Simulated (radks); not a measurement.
**Taking charge from the 5s level of Pt⁺ in fractions**

An exercise on one series of results from a longer session: the logs are not shown, and one member is left open.

Program: radks (a radial shooting solver on a logarithmic mesh, Libxc functionals) version 1. Level of theory: Dirac Kohn-Sham, PBE, spin-unpolarised, spherical densities, finite nucleus; open shells fill j = l - 1/2 first. These are calculated values, not measurements, unless marked.

### The atom as given

* element: platinum (Z = 78)
* charge: +1
* electrons: 77
* configuration: [Xe] 4f14 5d9
* nuclear rms radius: 5.427 fm

The first run:

Settings of this run:

```text
Z 78
configuration [Xe] 4f14 5d9
relativity Dirac
functional pbe,pbe
spin unpolarised
j_filling energy
nucleus finite rms 5.427 fm
c 137.035999084
```

Among the steps run: Start: [Xe] 4f14 5d9.

One of the session's tables, all rows but one given; the rest of the session is left out.

It belongs to the step «Start: [Xe] 4f14 5d9». Radial moments (bohr):

| level | <r> | outermost maximum (interpolated) | 90 % within | nodes |
| --- | --- | --- | --- | --- |
| 4d5/2 | 0.4729 | 0.422 | 0.706 | 1 |
| 5s1/2 | 0.9543 | 0.870 | 1.37 | 4 |
| 4f5/2 | 0.5126 | 0.383 | 0.828 | 0 |
| 4f7/2 | 0.5200 | 0.387 | 0.840 | 0 |
| 5p1/2 | ? | ? | ? | ? |
| 5p3/2 | 1.136 | 1.00 | 1.66 | 3 |
| 5d3/2 | 1.607 | 1.24 | 2.52 | 2 |
| 5d5/2 | 1.679 | 1.28 | 2.64 | 2 |

Q: Estimate the row for 5p1/2 from the others.

The run gave: <r>: 1.036; outermost maximum (interpolated): 0.923; 90 % within: 1.50; nodes: 3. In the column «<r>» it lies between 5s1/2 (0.9543) and 5p3/2 (1.136).
